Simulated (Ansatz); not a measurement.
# GePH₃ (triplet): wave-function methods side by side, cc-pVDZ

An exercise on one series of results from a longer session: the logs are not shown, and one member is left open.

Method: cc-pVDZ, core rule «outside noble gas», up to 19 orbitals frozen; program: Ansatz 0.2.0, Gaussian basis.

Plan: UHF; CCSD(T) on ROHF; CCSD(T) on UHF; BCCD(T) on ROHF; CISD as a restricted active space (open shells left free, so some higher excitations enter); CCSDT(Q) on ROHF; CCSDT(Q) on UHF; CASSCF and NEVPT2, 12 electrons in 11 orbitals.

22 further runs of the same task are left out: 5 that didn't finish, 17 set aside as unsound or not needed. Runs told in other sessions of the task aren't counted.

## The geometry

The geometry is a PBE0/def2-TZVP stationary point (not a proven minimum). No spin-orbit coupling is included. The filled d shell of Ge may be among the frozen orbitals whatever the setting's name suggests.

5 atoms, charge 0, spin multiplicity 3.

Atoms are counted from 1 here; the program's logs count them from 0.

Bond lengths: Ge1–P2 2.316 Å, Ge1–H3 1.551 Å, Ge1–H4 1.551 Å, P2–H5 1.424 Å. Angles: P2–Ge1–H3 109.5°, P2–Ge1–H4 109.5°, H3–Ge1–H4 107.1°, Ge1–P2–H5 95.1°.

As a file:

```xyz
5
charge 0, multiplicity 3
Ge   -0.0520    0.0000    0.6839
P     0.1204    0.0000   -1.6253
H     0.6684   -1.2476    1.2575
H     0.6683    1.2476    1.2575
H    -1.2844    0.0000   -1.8571
```

Set-up of the first run:

in.yaml reads:

```yaml
crystal:
  periodic: [false, false, false]
  atoms:
    - {symbol: Ge, position_ang: [-0.052048, 0.000000, 0.683893]}
    - {symbol: P, position_ang: [0.120362, 0.000000, -1.625284]}
    - {symbol: H, position_ang: [0.668361, -1.247634, 1.257545]}
    - {symbol: H, position_ang: [0.668346, 1.247644, 1.257544]}
    - {symbol: H, position_ang: [-1.284444, -0.000008, -1.857119]}
basis:
  gaussian: {orbitals: cc-pVDZ}
magnetization: {spin_polarized: true, initial_magnetization: 2}
hamiltonian: {xc: hf}
output: {orbitals: {seedname: orbitals}}
```

On the command line:

```
> ansatz run in.yaml --threads 1 --pin off --events-out ev --progress --plain --max-ram 2393MiB
```

Among the steps run: UHF; CCSD(T) on ROHF; CCSD(T) on UHF; BCCD(T) on ROHF; CISD as a restricted active space (open shells left free, so some higher excitations enter); CCSDT(Q) on ROHF; CCSDT(Q) on UHF; CASSCF and NEVPT2, 12 electrons in 11 orbitals.

One of the session's tables, all rows but one given; the rest of the session is left out.

```
        method  from UCCSDT(Q) (kcal/mol)
          ROHF                    +147.34
           UHF                    +143.77
          RMP2                     +30.16
          UMP2                     +30.45
          CISD                     +17.04
         RCCSD                      +5.05
         UCCSD                      +4.89
      RCCSD(T)                      +1.07
      UCCSD(T)                      +1.00
       BCCD(T)                      +1.05
        RCCSDT                      +0.29
        UCCSDT                      +0.21
     RCCSDT(Q)                      +0.08
     UCCSDT(Q)                          0
CASSCF valence                    +105.07
NEVPT2 valence                          ?
```

Q: Estimate the row for NEVPT2 valence from the others.

The run gave: from UCCSDT(Q) (kcal/mol): +26.39. In the column «from UCCSDT(Q) (kcal/mol)» it lies between CISD (+17.04) and RMP2 (+30.16).

With the free atoms at the same levels and basis (separate runs), the atomisation energy is 9.851 eV at UCCSDT(Q), 9.832 eV at RCCSD(T), 9.825 eV at UCCSD(T), 7.363 eV at ROHF.

Limits of these values: Restricted and unrestricted rows rest on different reference determinants; a gap between their highest levels can come from leftover correlation error, from unlike frozen cores or from another state.
